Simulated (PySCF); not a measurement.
# C₄H₄FNO: runs on many settings

Aim: see how C₄H₄FNO (`FCc1cnoc1`) answers to the choice of functional, basis, grid and SCF options, and what happens with inputs that are wrong on purpose.

Programs: PySCF 2.14.0, with density-fitted response routines of our own. Each step states its level of theory. These are calculated values for one molecule in the gas phase, unless marked as measured. Atoms are numbered from 0 throughout.

## 1. The starting structure

11 atoms, charge 0, multiplicity 1; geometry from: GFN2-xTB.

Bonds of the start (Å): F0–C1 1.38, C1–C2 1.49, C2–C3 1.42, C3–N4 1.30, N4–O5 1.35, O5–C6 1.33, C6–C2 1.37, C1–H7 1.09, C1–H8 1.09, C3–H9 1.07, C6–H10 1.07.

## 2. Shielding tensors: PBE0/pcX-1

What the job is given:

```
{"job": {"kind": "nmr", "xc": "PBE0", "basis": "pcX-1", "pop": false, "scf": {"guess": "random", "max_cycle": 99}}, "charge": 0, "multiplicity": 1}
F     -2.021443     0.056395     1.170517
C     -1.492907    -0.001927    -0.101615
C     -0.005804    -0.017239    -0.048278
C      0.886221     1.087107    -0.036709
N      2.119959     0.682763     0.046371
O      2.099462    -0.665303     0.098754
C      0.839802    -1.089175     0.047443
H     -1.861177     0.881626    -0.632040
H     -1.883382    -0.916499    -0.558979
H      0.655907     2.131665    -0.089767
H      0.668785    -2.146743     0.078338
```

Level: PBE0/pcX-1.

Launch:

```
OMP_NUM_THREADS=1 python probes_run.py task.json out
```

The driver reads the jobs from task.json and runs them one after another.

Standard output:

```text
KeyError: 'Element h (Z=1) not found in basis pcX-1 version 1'
```

Run time: 0.06 s. Hardware: 1 thread of Arm Neoverse N1, shared host.

Diagnosis: The basis pcX-1 has no functions for an element of the molecule, so the input was refused before any integral. The remedy is to choose a basis that covers all elements.

## 3. Shielding tensors: HSE06/6-31++G**

Settings changed since step 2:

```diff
@@ -1,2 +1,2 @@
-{"job": {"kind": "nmr", "xc": "PBE0", "basis": "pcX-1", "pop": false, "scf": {"guess": "random", "max_cycle": 99}}, "charge": 0, "multiplicity": 1}
+{"job": {"kind": "nmr", "xc": "HSE06", "basis": "6-31++G**", "pop": true, "scf": {"level_shift": 2.0, "max_cycle": 65}}, "charge": 0, "multiplicity": 1}
 F     -2.021443     0.056395     1.170517
```

With the program's defaults for keys left out, this is: GIAO HSE06/6-31++G** NMR shielding, non-relativistic, gas phase.

Standard output:

```text
final grid: 100128 points
cycle   1  E = -383.7407970354  dE =  1.715e+00  |g| = 1.336e+00  |ddm| = 3.666e+00
cycle   2  E = -384.1081615895  dE = -3.674e-01  |g| = 4.972e-01  |ddm| = 1.349e+00
cycle   3  E = -384.1644736110  dE = -5.631e-02  |g| = 3.159e-01  |ddm| = 7.863e-01
cycle   4  E = -384.1879395279  dE = -2.347e-02  |g| = 2.201e-01  |ddm| = 6.755e-01
cycle   5  E = -384.2000188491  dE = -1.208e-02  |g| = 1.591e-01  |ddm| = 5.163e-01
cycle   6  E = -384.2062134540  dE = -6.195e-03  |g| = 1.223e-01  |ddm| = 3.742e-01
cycle   7  E = -384.2098934167  dE = -3.680e-03  |g| = 9.505e-02  |ddm| = 2.799e-01
cycle   8  E = -384.2119815377  dE = -2.088e-03  |g| = 7.920e-02  |ddm| = 2.011e-01
cycle   9  E = -384.2133580775  dE = -1.377e-03  |g| = 6.639e-02  |ddm| = 1.439e-01
cycle  10  E = -384.2143059449  dE = -9.479e-04  |g| = 5.581e-02  |ddm| = 1.051e-01
[... 45 cycles left out ...]
cycle  56  E = -384.2166398679  dE = -8.600e-09  |g| = 2.591e-04  |ddm| = 1.150e-04
cycle  57  E = -384.2166398747  dE = -6.815e-09  |g| = 2.302e-04  |ddm| = 1.014e-04
cycle  58  E = -384.2166398801  dE = -5.372e-09  |g| = 2.048e-04  |ddm| = 8.991e-05
cycle  59  E = -384.2166398844  dE = -4.252e-09  |g| = 1.824e-04  |ddm| = 7.958e-05
cycle  60  E = -384.2166398877  dE = -3.365e-09  |g| = 1.626e-04  |ddm| = 7.034e-05
cycle  61  E = -384.2166398904  dE = -2.633e-09  |g| = 1.455e-04  |ddm| = 6.217e-05
cycle  62  E = -384.2166398925  dE = -2.097e-09  |g| = 1.304e-04  |ddm| = 5.498e-05
cycle  63  E = -384.2166398941  dE = -1.655e-09  |g| = 1.171e-04  |ddm| = 4.876e-05
cycle  64  E = -384.2166398955  dE = -1.340e-09  |g| = 1.048e-04  |ddm| = 4.311e-05
cycle  65  E = -384.2166398965  dE = -1.068e-09  |g| = 9.379e-05  |ddm| = 3.820e-05
SCF not converged, last energy = -384.2166398965
```

It took 2.1 min on 1 thread of Arm Neoverse N1, shared host.

Diagnosis: The energy still falls at cycle 65 (gradient 9.4e-05): so large a level shift slows each step until the cap is reached. Cure: lower it to 0.1 to 0.3, or drop it. Numbers printed on the way are no properties of the molecule.

## 4. Excited states and response: BHandHLYP/def2-SVPD

Settings changed since step 3:

```diff
@@ -1,2 +1,2 @@
-{"job": {"kind": "nmr", "xc": "HSE06", "basis": "6-31++G**", "pop": true, "scf": {"level_shift": 2.0, "max_cycle": 65}}, "charge": 0, "multiplicity": 1}
+{"job": {"kind": "uv", "xc": "BHandHLYP", "basis": "def2-SVPD", "nstates": 6, "ntriplets": 0, "tda": false, "scf": {"guess": "random", "max_cycle": 67}}, "charge": 0, "multiplicity": 1}
 F     -2.021443     0.056395     1.170517
```

Method: TDDFT BHandHLYP/def2-SVPD, vertical, gas phase, core orbitals frozen in the response.

Standard output:

```text
start from random orthonormal orbitals
final grid: 100128 points
cycle   1  E = -347.7406011631  dE = -2.694e+02  |g| = 9.389e+00  |ddm| = 6.928e+03
cycle   2  E = -288.7008219455  dE =  5.904e+01  |g| = 1.160e+01  |ddm| = 6.015e+02
cycle   3  E = -372.3214437634  dE = -8.362e+01  |g| = 4.823e+00  |ddm| = 6.259e+02
cycle   4  E = -362.9206132175  dE =  9.401e+00  |g| = 7.723e+00  |ddm| = 2.683e+01
cycle   5  E = -383.4475973847  dE = -2.053e+01  |g| = 1.647e+00  |ddm| = 2.352e+01
cycle   6  E = -383.6829895558  dE = -2.354e-01  |g| = 1.398e+00  |ddm| = 4.211e+00
cycle   7  E = -384.0965968457  dE = -4.136e-01  |g| = 1.779e-01  |ddm| = 2.246e+00
cycle   8  E = -384.0996915412  dE = -3.095e-03  |g| = 1.633e-01  |ddm| = 3.710e-01
cycle   9  E = -384.1043974113  dE = -4.706e-03  |g| = 7.589e-02  |ddm| = 1.837e-01
cycle  10  E = -384.1056949189  dE = -1.298e-03  |g| = 2.411e-02  |ddm| = 1.189e-01
cycle  11  E = -384.1058317861  dE = -1.369e-04  |g| = 6.522e-03  |ddm| = 3.572e-02
cycle  12  E = -384.1058441507  dE = -1.236e-05  |g| = 2.732e-03  |ddm| = 1.703e-02
cycle  13  E = -384.1058457602  dE = -1.609e-06  |g| = 7.832e-04  |ddm| = 4.810e-03
cycle  14  E = -384.1058459330  dE = -1.729e-07  |g| = 3.457e-04  |ddm| = 1.628e-03
cycle  15  E = -384.1058459639  dE = -3.084e-08  |g| = 7.417e-05  |ddm| = 7.601e-04
cycle  16  E = -384.1058459654  dE = -1.492e-09  |g| = 5.757e-05  |ddm| = 2.007e-04
cycle  17  E = -384.1058459662  dE = -8.253e-10  |g| = 1.511e-05  |ddm| = 9.919e-05
converged SCF energy = -384.1058459662

Static polarisability (au): isotropic 53.063, principal 38.842 57.708 62.639

Singlet excitations
state   eV       nm        f      main configurations
  1   6.5988    187.9   0.05241   H->L 0.47, H-2->L 0.41
  2   6.6204    187.3   0.05612   H->L 0.46, H-2->L 0.42
  3   7.3769    168.1   0.00209   H-1->L 0.60, H->L+2 0.14, H->L+1 0.11
  4   7.8215    158.5   0.04356   H->L+1 0.78, H->L+2 0.14
  5   8.2735    149.9   0.32295   H->L+2 0.62, H-1->L 0.22
  6   8.5041    145.8   0.00487   H->L+3 0.73
```

Run time: 43 s. Hardware: 1 thread of Arm Neoverse N1, shared host; peak memory 0.67 GiB.

Despite a poor start guess, the SCF converged in 17 cycles.

The orbitals next to the gap, with their largest atomic shares:

```csv
orbital,eV,atoms
HOMO−3,-12.02,"F0 40 %, C1 23 %, H7 14 %"
HOMO−2,-10.53,"N4 60 %, C3 12 %, O5 12 %"
HOMO−1,-10.25,"C3 30 %, O5 27 %, N4 18 %"
HOMO,-9.07,"C6 27 %, C2 26 %, N4 24 %"
LUMO,0.15,"C6 25 %, O5 17 %, N4 17 %"
LUMO+1,0.98,"C1 25 %, C3 11 %, H8 11 %"
LUMO+2,1.55,"C6 20 %, H10 13 %, C3 13 %"
```

With each of the 6 states as a Gaussian band of 0.4 eV half-width at 1/e, the curve within the window shown has maxima at 188 nm (ε 4,400), 150 nm (ε 14,000) L/(mol cm). Beyond the last state computed it falls off for lack of states. The curve at chosen wavelengths:

```tsv
nm	ε (L/mol/cm)
141	2367
144	6376
146	9724
149	13323
151	13620
154	11134
157	7342
159	5140
162	2820
164	1846
167	988
170	664
172	707
175	1147
177	1671
180	2676
183	3665
185	4141
188	4391
190	4227
193	3587
196	2705
198	2111
201	1339
203	939
206	514
```

Ground-state properties from the same run:

```csv
property,computed
dipole moment (D),2.82
polarisability (Å³),7.86
HOMO–LUMO gap (eV),9.22
−ε(HOMO) (eV),9.07
```

## 5. TDDFT and polarisability: LDA/def2-SVPD

Settings changed since step 4:

```diff
@@ -1,2 +1,2 @@
-{"job": {"kind": "uv", "xc": "BHandHLYP", "basis": "def2-SVPD", "nstates": 6, "ntriplets": 0, "tda": false, "scf": {"guess": "random", "max_cycle": 67}}, "charge": 0, "multiplicity": 1}
+{"job": {"kind": "uv", "xc": "LDA", "basis": "def2-SVPD", "nstates": 3, "ntriplets": 2, "tda": false}, "charge": 0, "multiplicity": 1}
 F     -2.021443     0.056395     1.170517
```

Level: TDDFT LDA/def2-SVPD, vertical, gas phase, core orbitals frozen in the response.

Standard output:

```text
coarse grid: 10064 points
cycle   1  E = -381.2052905017  dE =  1.041e+00  |g| = 4.984e-01  |ddm| = 5.501e+00
cycle   2  E = -381.1199951649  dE =  8.530e-02  |g| = 8.681e-01  |ddm| = 1.802e+00
cycle   3  E = -381.2528854890  dE = -1.329e-01  |g| = 1.422e-01  |ddm| = 8.652e-01
cycle   4  E = -381.2563046102  dE = -3.419e-03  |g| = 5.271e-02  |ddm| = 2.530e-01
cycle   5  E = -381.2567662133  dE = -4.616e-04  |g| = 2.855e-02  |ddm| = 1.059e-01
cycle   6  E = -381.2569448408  dE = -1.786e-04  |g| = 7.856e-03  |ddm| = 4.500e-02
cycle   7  E = -381.2569580459  dE = -1.321e-05  |g| = 2.183e-03  |ddm| = 1.365e-02
cycle   8  E = -381.2569590305  dE = -9.846e-07  |g| = 6.886e-04  |ddm| = 2.873e-03
final grid: 100128 points
cycle   9  E = -381.3284507127  dE = -4.743e-05  |g| = 4.380e-03  |ddm| = 1.185e-01
cycle  10  E = -381.3284388466  dE =  1.187e-05  |g| = 8.873e-03  |ddm| = 1.563e-02
cycle  11  E = -381.3284542175  dE = -1.537e-05  |g| = 1.647e-03  |ddm| = 1.040e-02
cycle  12  E = -381.3284548168  dE = -5.994e-07  |g| = 5.855e-04  |ddm| = 2.865e-03
cycle  13  E = -381.3284548797  dE = -6.283e-08  |g| = 2.011e-04  |ddm| = 7.754e-04
cycle  14  E = -381.3284548875  dE = -7.873e-09  |g| = 4.532e-05  |ddm| = 2.646e-04
cycle  15  E = -381.3284548879  dE = -3.436e-10  |g| = 2.738e-05  |ddm| = 8.707e-05
converged SCF energy = -381.3284548879

Static polarisability (au): isotropic 56.759, principal 41.321 61.073 67.884

Singlet excitations
state   eV       nm        f      main configurations
  1   5.4963    225.6   0.00284   H-1->L 0.94
  2   6.3611    194.9   0.03891   H->L 0.43, H-3->L 0.20, H-2->L 0.17
  3   6.4028    193.6   0.00016   H-3->L 0.49, H-2->L 0.25, H->L+1 0.17

Triplet excitations (Tamm-Dancoff, eV): 4.5976 4.9811
```

Run time: 24 s. Hardware: 1 thread of Arm Neoverse N1, shared host.

Key values: HOMO -7.24 eV, LUMO -2.10 eV; lowest singlet 5.50 eV.

## 6. Excited states and response: B97-D/cc-pVDZ

Settings changed since step 5:

```diff
@@ -1,2 +1,2 @@
-{"job": {"kind": "uv", "xc": "LDA", "basis": "def2-SVPD", "nstates": 3, "ntriplets": 2, "tda": false}, "charge": 0, "multiplicity": 1}
+{"job": {"kind": "uv", "xc": "B97-D", "basis": "cc-pVDZ", "nstates": 12, "ntriplets": 0, "tda": false}, "charge": 0, "multiplicity": 1}
 F     -2.021443     0.056395     1.170517
```

With the program's defaults for keys left out, this is: TDDFT B97-D/cc-pVDZ, vertical, gas phase, core orbitals frozen in the response.

Standard output:

```text
coarse grid: 10064 points
cycle   1  E = -384.2656382221  dE =  1.147e+00  |g| = 6.577e-01  |ddm| = 6.923e+00
cycle   2  E = -384.1016308323  dE =  1.640e-01  |g| = 1.177e+00  |ddm| = 2.448e+00
cycle   3  E = -384.3370015889  dE = -2.354e-01  |g| = 1.886e-01  |ddm| = 1.565e+00
cycle   4  E = -384.3417754616  dE = -4.774e-03  |g| = 1.214e-01  |ddm| = 3.851e-01
cycle   5  E = -384.3451594408  dE = -3.384e-03  |g| = 2.376e-02  |ddm| = 1.756e-01
cycle   6  E = -384.3452915674  dE = -1.321e-04  |g| = 6.849e-03  |ddm| = 4.596e-02
cycle   7  E = -384.3453003882  dE = -8.821e-06  |g| = 3.058e-03  |ddm| = 1.230e-02
final grid: 100128 points
cycle   8  E = -384.3526146447  dE = -3.607e-05  |g| = 1.478e-02  |ddm| = 7.227e-02
cycle   9  E = -384.3525081660  dE =  1.065e-04  |g| = 2.820e-02  |ddm| = 5.335e-02
cycle  10  E = -384.3526483036  dE = -1.401e-04  |g| = 4.517e-03  |ddm| = 3.662e-02
cycle  11  E = -384.3526531330  dE = -4.829e-06  |g| = 6.464e-04  |ddm| = 6.589e-03
cycle  12  E = -384.3526532246  dE = -9.161e-08  |g| = 2.154e-04  |ddm| = 1.070e-03
cycle  13  E = -384.3526532341  dE = -9.554e-09  |g| = 8.652e-05  |ddm| = 3.590e-04
cycle  14  E = -384.3526532356  dE = -1.498e-09  |g| = 2.643e-05  |ddm| = 1.350e-04
cycle  15  E = -384.3526532358  dE = -1.480e-10  |g| = 8.286e-06  |ddm| = 4.368e-05
converged SCF energy = -384.3526532358

Static polarisability (au): isotropic 46.707, principal 28.478 54.535 57.109

Singlet excitations
state   eV       nm        f      main configurations
  1   5.8289    212.7   0.00388   H-1->L 0.96
  2   6.4311    192.8   0.03728   H->L 0.48, H-2->L 0.18, H-3->L 0.16
  3   6.5359    189.7   0.00046   H-3->L 0.64, H-2->L 0.20, H->L+1 0.13
  4   6.7169    184.6   0.04966   H->L 0.45, H-3->L 0.18, H->L+1 0.16
  5   6.8141    182.0   0.00330   H-4->L 0.85, H-1->L+1 0.10
  6   7.1070    174.5   0.00334   H-1->L+1 0.85, H-4->L 0.09
  7   7.7655    159.7   0.20661   H->L+1 0.31, H->L+2 0.28, H-2->L 0.18
  8   7.8544    157.9   0.00078   H-3->L+1 0.96
  9   8.0504    154.0   0.01640   H->L+2 0.41, H-4->L+1 0.32, H-2->L+1 0.23
 10   8.1807    151.6   0.06122   H-4->L+1 0.64, H->L+2 0.18
 11   8.2818    149.7   0.00570   H->L+3 0.91
 12   8.3673    148.2   0.00348   H-1->L+2 0.95
```

It took 26 s on 1 thread of Arm Neoverse N1, shared host.

This run: HOMO -6.60 eV, LUMO -1.37 eV; lowest singlet 5.83 eV.

## 7. Side by side: electronic excitations

Excitations and ground-state properties, with basis size and wall time:

| run | lowest singlet (eV) | brightest (eV) | f | gap (eV) | α (Å³) | μ (D) | functions | time |
| --- | --- | --- | --- | --- | --- | --- | --- | --- |
| BHandHLYP/def2-SVPD | 6.60 | 8.27 | 0.323 | 9.22 | 7.86 | 2.82 | 178 | 43 s |
| LDA/def2-SVPD | 5.50 | 6.36 | 0.039 | 5.14 | 8.41 | 2.62 | 178 | 24 s |
| B97-D/cc-pVDZ | 5.83 | 7.77 | 0.207 | 5.23 | 6.92 | 2.32 | 118 | 26 s |

## 8. Outcome

| quantity | value |
| --- | --- |
| lowest singlet (BHandHLYP/def2-SVPD) | 6.60 eV (188 nm), f = 0.052 |
| brightest single state of those computed | state 5, 8.27 eV, f = 0.323 |
| range of the lowest singlet | 5.50 to 6.60 eV |
| property runs in this session | 5, of which 2 failed and 0 gave unsound results |

What this shows: Single values in the summary come from the first run of each kind that ended normally (BHandHLYP/def2-SVPD), which need not be the best level. The first singlet state (HOMO→LUMO 0.47, HOMO−2→LUMO 0.41) lies at 6.60 eV and is bright; of the 6 states computed, the strongest absorption comes from state 5 at 8.27 eV. The lowest singlet runs from 5.50 eV (LDA/def2-SVPD) to 6.60 eV (BHandHLYP/def2-SVPD), while the orbital gap spans 5.14 to 9.22 eV. The lowest state need not be the same one in every run. The runs solved for a few states only, so the brightest column depends on that window.
